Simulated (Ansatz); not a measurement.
Run this with Ansatz 0.2.0, Python API and show what comes out.

`geh2i2.py`
```python
# -*- coding: utf-8 -*-
import warnings

import ansatz
import numpy as np


def main():
    warnings.simplefilter("ignore", ansatz.DeckWarning)

    mol = (
        ansatz.Crystal.molecule()
        .atom("I", (-2.2089, 0.535, 0.6544))
        .atom("Ge", (0.0426, -0.0415, -0.2234))
        .atom("I", (1.6236, -0.2389, 1.7144))
        .atom("H", (0.6204, 1.0723, -1.197))
        .atom("H", (-0.0277, -1.4006, -0.9897))
    )

    setup = (
        mol.calculation()
        .basis(gaussian="def2-SVP")
        .functional("hf")
    )
    symbols = [site.symbol for site in mol.cartesian_sites]
    start = np.array([site.position_ang for site in mol.cartesian_sites], dtype=float)
    def progress(event):
        if event["event"] == "relax_step":
            row = event["data"]
            print(f"step {row['step']:3d}  E = {row['lagrangian_ev']:.6f} eV  max force {row['allowed_force_max_ev_ang']:.4f} eV/A")


    data = setup.relax(force_tolerance=0.005, max_steps=100).session().plan().execute(on_event=progress).report
    end = np.array(data["positions_ang"])

    print(f"E = {data['free_energy_ev']:.6f} eV = {data['free_energy_ev'] / 27.211386246:.7f} Ha")
    print("converged:", data["converged"], " doubts:", data["published_state_doubts"] or "none")

    print("bond        before    after (A)")
    for i, j in [(0, 1), (1, 2), (1, 3), (1, 4)]:
        d0, d1 = (np.linalg.norm(xyz[i] - xyz[j]) for xyz in (start, end))
        print(f"{symbols[i]}{i}-{symbols[j]}{j}".ljust(10), f"{d0:8.4f} {d1:8.4f}")


if __name__ == "__main__":
    main()
```

```console
$ python geh2i2.py
step   1  E = -72644.795577 eV  max force 1.3835 eV/A
step   2  E = -72644.853143 eV  max force 0.3360 eV/A
step   3  E = -72644.878150 eV  max force 0.0596 eV/A
step   4  E = -72644.878517 eV  max force 0.0049 eV/A
E = -72644.878517 eV = -2669.6500450 Ha
converged: True  doubts: none
bond        before    after (A)
I0-Ge1       2.4844   2.5265
Ge1-I2       2.5087   2.5264
Ge1-H3       1.5882   1.5216
Ge1-H4       1.5618   1.5215
```

Caveats:
- Total energies depend on the basis set; only differences at equal settings carry meaning.
- The end point is the stationary point reached from this start; no frequency run checks that it is a minimum, and the basis set is modest.
- def2 sets replace the cores of elements past krypton by effective core potentials.
- Finished in 18 s on 1 thread of Intel(R) Xeon(R) Platinum 8488C (Sapphire Rapids), on a shared host, peak memory 0.32 GiB.

(A comment or docstring line of the script was reworded after the run, the code is as it ran; lines on the test bed's own set-up are left out of the output.)
